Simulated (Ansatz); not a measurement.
# TiO: further runs on the relaxed cell

This session takes TiO and sets out to measure the bulk modulus from energies at several volumes.

Program: Ansatz 0.2.0. Level of theory: DFT PBEsol, scalar-relativistic, plane waves, PAW. These are calculated values, not measurements.

1 further run of the same task is left out (set aside as unsound or not needed).

### Step 1. The structure to begin with

Symmetry: P-62m, No. 189, hexagonal system. Conventional cell: a = 4.958 Å, b = 4.958 Å, c = 2.836 Å, α = 90.00°, β = 90.00°, γ = 120.00°. Ti (site symmetry -6) is surrounded by 6 O at 2.08 Å. Ti (site symmetry -62m) is surrounded by 3 O at 1.96 Å. O (site symmetry m2m) has 5 Ti at 1.96 to 2.08 Å as nearest neighbours.

As a file:

```xyz
6
Lattice="4.9584 0.0000 0.0000 -2.4792 4.2941 0.0000 0.0000 0.0000 2.8360" Properties=species:S:1:pos:R:3 pbc="T T T"
Ti    2.4792    1.4314    1.4180
Ti    0.0000    2.8628    1.4180
Ti    0.0000    0.0000    0.0000
O     1.5007    2.5992    0.0000
O     1.9571    0.0000    0.0000
O    -0.9786    1.6949    0.0000
```

It goes back to an entry of the Materials Project, which need not be the stable form.

This cell was relaxed beforehand with the same method: volume 10.06 Å³/atom, gap on the mesh none (metal).

### Step 2. Volume × 0.97

The input, input.yaml:

```yaml
crystal:
  lattice:
    - [4.9083512962, 0.0, 0.0]
    - [-2.4541756481, 4.2507569133, 0.0]
    - [0.0, 0.0, 2.8073195511]
  atoms:
    - { symbol: Ti, position: [0.6666666667, 0.3333333333, 0.5] }
    - { symbol: Ti, position: [0.3333333333, 0.6666666667, 0.5] }
    - { symbol: Ti, position: [0.0, 0.0, 0.0] }
    - { symbol: O, position: [0.6052948632, 0.6052948632, 0.0] }
    - { symbol: O, position: [0.3947051368, 0.0, 0.0] }
    - { symbol: O, position: [0.0, 0.3947051368, 0.0] }
basis:
  ecutwfc: 420
kpoints:
  mp_grid: { grid: [12, 12, 12] }
hamiltonian:
  xc: pbesol
scf:
  occupations: { method: gaussian, width: 0.1 }
output:
  forces: true
  stress: true
  eigenvalues: true
relax:
  adjacent_minimum: "off"
  f_tol: 0.01
  max_steps: 30
  cell: { stress_tol: 0.1, fix: [volume] }
```

The run is started by

```
$ ansatz run input.yaml --threads 1 --pin off --max-ram 2560MiB --backend cpu --events-out ev --progress --plain --runs-dir out
```

### Step 3. Point at V/V0 = 1.03

input.yaml: that of step 2 with these lines changed.

```diff
@@ -2,5 +2,5 @@
   lattice:
-    - [4.9083512962, 0.0, 0.0]
-    - [-2.4541756481, 4.2507569133, 0.0]
-    - [0.0, 0.0, 2.8073195511]
+    - [5.0075366311, 0.0, 0.0]
+    - [-2.5037683156, 4.3366539329, 0.0]
+    - [0.0, 0.0, 2.8640483614]
   atoms:
```

### Step 4. The cell scaled to 0.94 of its volume

The input, input.yaml:

```yaml
crystal:
  lattice:
    - [4.8558280563, 0.0, 0.0]
    - [-2.4279140281, 4.2052704532, 0.0]
    - [0.0, 0.0, 2.7796661965]
  atoms:
    - { symbol: Ti, position: [0.6666666667, 0.3333333333, 0.5] }
    - { symbol: Ti, position: [0.3333333333, 0.6666666667, 0.5] }
    - { symbol: Ti, position: [0.0, 0.0, 0.0] }
    - { symbol: O, position: [0.6040668856, 0.6040668856, 0.0] }
    - { symbol: O, position: [0.3959331144, 0.0, 0.0] }
    - { symbol: O, position: [0.0, 0.3959331144, 0.0] }
basis:
  ecutwfc: 420
kpoints:
  mp_grid: { grid: [12, 12, 12] }
hamiltonian:
  xc: pbesol
scf:
  occupations: { method: gaussian, width: 0.1 }
output:
  forces: true
  stress: true
  eigenvalues: true
relax:
  adjacent_minimum: "off"
  f_tol: 0.01
  max_steps: 30
  cell: { stress_tol: 0.1, fix: [volume] }
```

### Step 5. Volume × 1.06

The input, input.yaml:

```yaml
crystal:
  lattice:
    - [5.0562627703, 0.0, 0.0]
    - [-2.5281313852, 4.3788520073, 0.0]
    - [0.0, 0.0, 2.8909327284]
  atoms:
    - { symbol: Ti, position: [0.6666666667, 0.3333333333, 0.5] }
    - { symbol: Ti, position: [0.3333333333, 0.6666666667, 0.5] }
    - { symbol: Ti, position: [0.0, 0.0, 0.0] }
    - { symbol: O, position: [0.6065419248, 0.6065419248, 0.0] }
    - { symbol: O, position: [0.3934580752, 0.0, 0.0] }
    - { symbol: O, position: [0.0, 0.3934580752, 0.0] }
basis:
  ecutwfc: 420
kpoints:
  mp_grid: { grid: [12, 12, 12] }
hamiltonian:
  xc: pbesol
scf:
  occupations: { method: gaussian, width: 0.1 }
output:
  forces: true
  stress: true
  eigenvalues: true
relax:
  adjacent_minimum: "off"
  f_tol: 0.01
  max_steps: 30
  cell: { stress_tol: 0.1, fix: [volume] }
```

### Step 6. Point at V/V0 = 0.91

The input, input.yaml:

```yaml
crystal:
  lattice:
    - [4.8017769241, 0.0, 0.0]
    - [-2.400888462, 4.1584607996, 0.0]
    - [0.0, 0.0, 2.7518757688]
  atoms:
    - { symbol: Ti, position: [0.6666666667, 0.3333333333, 0.5] }
    - { symbol: Ti, position: [0.3333333333, 0.6666666667, 0.5] }
    - { symbol: Ti, position: [0.0, 0.0, 0.0] }
    - { symbol: O, position: [0.602863887, 0.602863887, 0.0] }
    - { symbol: O, position: [0.397136113, 0.0, 0.0] }
    - { symbol: O, position: [0.0, 0.397136113, 0.0] }
basis:
  ecutwfc: 420
kpoints:
  mp_grid: { grid: [12, 12, 12] }
hamiltonian:
  xc: pbesol
scf:
  occupations: { method: gaussian, width: 0.1 }
output:
  forces: true
  stress: true
  eigenvalues: true
relax:
  adjacent_minimum: "off"
  f_tol: 0.01
  max_steps: 30
  cell: { stress_tol: 0.1, fix: [volume] }
```

### Step 7. Point at V/V0 = 1.10

The input, input.yaml:

```yaml
crystal:
  lattice:
    - [5.1197363871, 0.0, 0.0]
    - [-2.5598681936, 4.4338217719, 0.0]
    - [0.0, 0.0, 2.9260980689]
  atoms:
    - { symbol: Ti, position: [0.6666666667, 0.3333333333, 0.5] }
    - { symbol: Ti, position: [0.3333333333, 0.6666666667, 0.5] }
    - { symbol: Ti, position: [0.0, 0.0, 0.0] }
    - { symbol: O, position: [0.6077998125, 0.6077998125, 0.0] }
    - { symbol: O, position: [0.3922001875, 0.0, 0.0] }
    - { symbol: O, position: [0.0, 0.3922001875, 0.0] }
basis:
  ecutwfc: 420
kpoints:
  mp_grid: { grid: [12, 12, 12] }
hamiltonian:
  xc: pbesol
scf:
  occupations: { method: gaussian, width: 0.1 }
output:
  forces: true
  stress: true
  eigenvalues: true
relax:
  adjacent_minimum: "off"
  f_tol: 0.01
  max_steps: 30
  cell: { stress_tol: 0.1, fix: [volume] }
```

### Step 8. Point at V/V0 = 0.88

The input, input.yaml:

```yaml
crystal:
  lattice:
    - [4.7461043969, 0.0, 0.0]
    - [-2.3730521984, 4.1102469768, 0.0]
    - [0.0, 0.0, 2.7239522521]
  atoms:
    - { symbol: Ti, position: [0.6666666667, 0.3333333333, 0.5] }
    - { symbol: Ti, position: [0.3333333333, 0.6666666667, 0.5] }
    - { symbol: Ti, position: [0.0, 0.0, 0.0] }
    - { symbol: O, position: [0.6016596976, 0.6016596976, 0.0] }
    - { symbol: O, position: [0.3983403024, 0.0, 0.0] }
    - { symbol: O, position: [0.0, 0.3983403024, 0.0] }
basis:
  ecutwfc: 420
kpoints:
  mp_grid: { grid: [12, 12, 12] }
hamiltonian:
  xc: pbesol
scf:
  occupations: { method: gaussian, width: 0.1 }
output:
  forces: true
  stress: true
  eigenvalues: true
relax:
  adjacent_minimum: "off"
  f_tol: 0.01
  max_steps: 30
  cell: { stress_tol: 0.1, fix: [volume] }
```

(Steps that only read results are left out.)

Q: Predict the outcome of this session. Wanted: equilibrium volume of the fit; bulk modulus.

As calculated:

| quantity | value |
| --- | --- |
| equilibrium volume of the fit | 10.06 Å³/atom |
| bulk modulus | 237 GPa |
| its pressure derivative | 4.4 |

The fit puts the minimum at 10.06 Å³/atom with B = 237 GPa and B' = 4.4. The final runs have no spin polarisation, so no magnetic state was tried and one may lie lower.
